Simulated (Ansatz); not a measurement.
# C₄H₃Se radical: small, medium and large basis sets

How large a basis does C₄H₃Se radical need? Two functionals are run in growing sets.

The runs use Ansatz 0.2.0, Gaussian basis; one geometry, several basis sets.

The runs, in order: PBE0-D4/def2-SVP; ωB97M-V/def2-SVP; PBE0-D4/def2-QZVPP; ωB97M-V/def2-QZVPP; the functionals' def2-TZVPP values are taken from earlier runs.

### Step 1. The geometry

The geometry comes from an earlier relaxation with PBE0-D4 in a triple-zeta def2 set; it is a stationary point, not always the lowest conformer.

SMILES `[c]1ccc[se]1`, 8 atoms, charge 0, spin multiplicity 2.

Atoms are counted from 1 here; the program's logs count them from 0.

Bond lengths: C1–C2 1.344 Å, C1–Se5 1.839 Å, C2–C3 1.434 Å, C2–H6 1.082 Å, C3–C4 1.356 Å, C3–H7 1.084 Å, C4–Se5 1.867 Å, C4–H8 1.080 Å. Angles: C2–C1–Se5 115.5°, C1–C2–C3 111.6°, C1–C2–H6 124.7°, C3–C2–H6 123.7°, C2–C3–C4 115.6°, C2–C3–H7 122.1°, C4–C3–H7 122.3°, C3–C4–Se5 111.8°, C3–C4–H8 127.8°, Se5–C4–H8 120.5°, C1–Se5–C4 85.5°.

### Step 2. PBE0-D4 in def2-SVP

in.yaml

```yaml
crystal:
  periodic: [false, false, false]
  atoms:
    - {symbol: C, position_ang: [-0.811170, 1.421505, 0.171153]}
    - {symbol: C, position_ang: [0.368209, 0.941186, 0.600757]}
    - {symbol: C, position_ang: [0.593935, -0.397322, 0.138333]}
    - {symbol: C, position_ang: [-0.392074, -0.927054, -0.627735]}
    - {symbol: Se, position_ang: [-1.802096, 0.272385, -0.868115]}
    - {symbol: H, position_ang: [1.067512, 1.488929, 1.219232]}
    - {symbol: H, position_ang: [1.494114, -0.947841, 0.385889]}
    - {symbol: H, position_ang: [-0.426129, -1.908988, -1.075212]}
basis:
  gaussian: {orbitals: def2-SVP}
magnetization: {spin_polarized: true, initial_magnetization: 1}
hamiltonian: {xc: pbe0, dispersion: d4}
output: {orbitals: {seedname: orbitals}}
```

Command:

```console
> ansatz run in.yaml --threads 4 --pin off --events-out ev --progress --plain --max-ram 10444MiB
```

After this run come: ωB97M-V in def2-SVP; PBE0-D4 in def2-QZVPP; ωB97M-V in def2-QZVPP.

Q: Predict the results of all the runs planned. Wanted: PBE0-D4: double and triple zeta above quadruple; ωB97M-V: double and triple zeta above quadruple.

**Answer**, as computed:

| quantity | value |
| --- | --- |
| PBE0-D4: double and triple zeta above quadruple | 14.15, 1.59 eV |
| ωB97M-V: double and triple zeta above quadruple | 14.24, 1.53 eV |

What this shows: PBE0-D4 gains 12.56 eV from double to triple zeta, then 1.59 eV more. These are total energies; as a rule much of such shifts cancels in differences, which this series doesn't test.
